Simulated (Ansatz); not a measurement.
# GaGeH₂ (doublet): from Hartree-Fock to the top rungs, cc-pVDZ

An exercise on one series of results from a longer session: the logs are not shown, and one member is left open.

Computed with Ansatz 0.2.0, Gaussian basis. Level: cc-pVDZ, core rule «outside noble gas», up to 28 orbitals frozen.

The runs, in order: UHF; CCSD(T) on ROHF; CCSD(T) on UHF; BCCD(T) on ROHF; CISD; CCSDT(Q) on ROHF; CCSDT(Q) on UHF; CCSDTQ on ROHF; CASSCF and MRCISD+Q, 9 electrons in 10 orbitals; CASSCF and NEVPT2, 9 electrons in 10 orbitals.

10 further runs of the same task are left out: 5 for a known fault of the program, 5 set aside as unsound or not needed.

**The geometry**

The geometry is a PBE0/def2-TZVP stationary point (not a proven minimum) of the parent state, kept for this charge and spin. No spin-orbit coupling is included. The filled d shell of Ge, Ga may be among the frozen orbitals whatever the setting's name suggests; the logs give the count.

4 atoms, charge 0, spin multiplicity 2.

Atoms are counted from 1 here; the program's logs count them from 0.

Bond lengths: Ge1–Ga2 2.382 Å, Ge1–H3 1.543 Å, Ge1–H4 1.543 Å. Angles: Ga2–Ge1–H3 123.9°, Ga2–Ge1–H4 123.9°, H3–Ge1–H4 112.3°.

The first run:

in.yaml reads:

```yaml
crystal:
  periodic: [false, false, false]
  atoms:
    - {symbol: Ge, position_ang: [0.000000, 0.000000, 1.138203]}
    - {symbol: Ga, position_ang: [0.000000, 0.000000, -1.243589]}
    - {symbol: H, position_ang: [0.000000, 1.280702, 1.997986]}
    - {symbol: H, position_ang: [0.000000, -1.280701, 1.997986]}
basis:
  gaussian: {orbitals: cc-pVDZ}
magnetization: {spin_polarized: true, initial_magnetization: 1}
hamiltonian: {xc: hf}
output: {orbitals: {seedname: orbitals}}
```

Launch:

```sh
$ ansatz run in.yaml --threads 1 --pin off --events-out ev --progress --plain --max-ram 2816MiB --backend cpu
```

Among the steps run: UHF; CCSD(T) on ROHF; CCSD(T) on UHF; BCCD(T) on ROHF; CISD; CCSDT(Q) on ROHF; CCSDT(Q) on UHF; CCSDTQ on ROHF; CASSCF and MRCISD+Q, 9 electrons in 10 orbitals; CASSCF and NEVPT2, 9 electrons in 10 orbitals.

One of the session's tables, all rows but one given; the rest of the session is left out.

| method | from RCCSDTQ (kcal/mol) |
| --- | --- |
| ROHF | +105.40 |
| UHF | +103.48 |
| RMP2 | +25.42 |
| UMP2 | +25.59 |
| RCCSD | +3.58 |
| UCCSD | +3.48 |
| RCCSD(T) | +0.81 |
| UCCSD(T) | +0.76 |
| BCCD(T) | +0.79 |
| RCCSDT | +0.15 |
| UCCSDT | +0.09 |
| RCCSDT(Q) | +0.02 |
| UCCSDT(Q) | -0.04 |
| RCCSDTQ | 0 |
| CASSCF valence | ? |
| NEVPT2 valence | +16.36 |
| MRCISD valence | +3.81 |
| MRCISD+Q valence | +0.43 |

Estimate the missing values for CASSCF valence.

The run gave: from RCCSDTQ (kcal/mol): +60.59. In the column «from RCCSDTQ (kcal/mol)» it lies between UMP2 (+25.59) and UHF (+103.48).

Some runs used a GPU and others CPU threads alone; cost is compared among the CPU runs only.

Among the levels timed on like hardware, those that no quicker one beats, quickest first: UHF (5.5 s, +103.48 kcal/mol); BCCD(T) (11 s, +0.79 kcal/mol); RCCSDT(Q) (23 s, +0.02 kcal/mol).

Caveats from the session: Of the multireference levels listed MRCISD+Q valence comes nearest in total energy (+0.43 kcal/mol), which doesn't show that its space is the better one. Restricted and unrestricted rows rest on different reference determinants; where their highest levels disagree by more than a few hundredths of an eV, they describe different states and don't form one ladder.
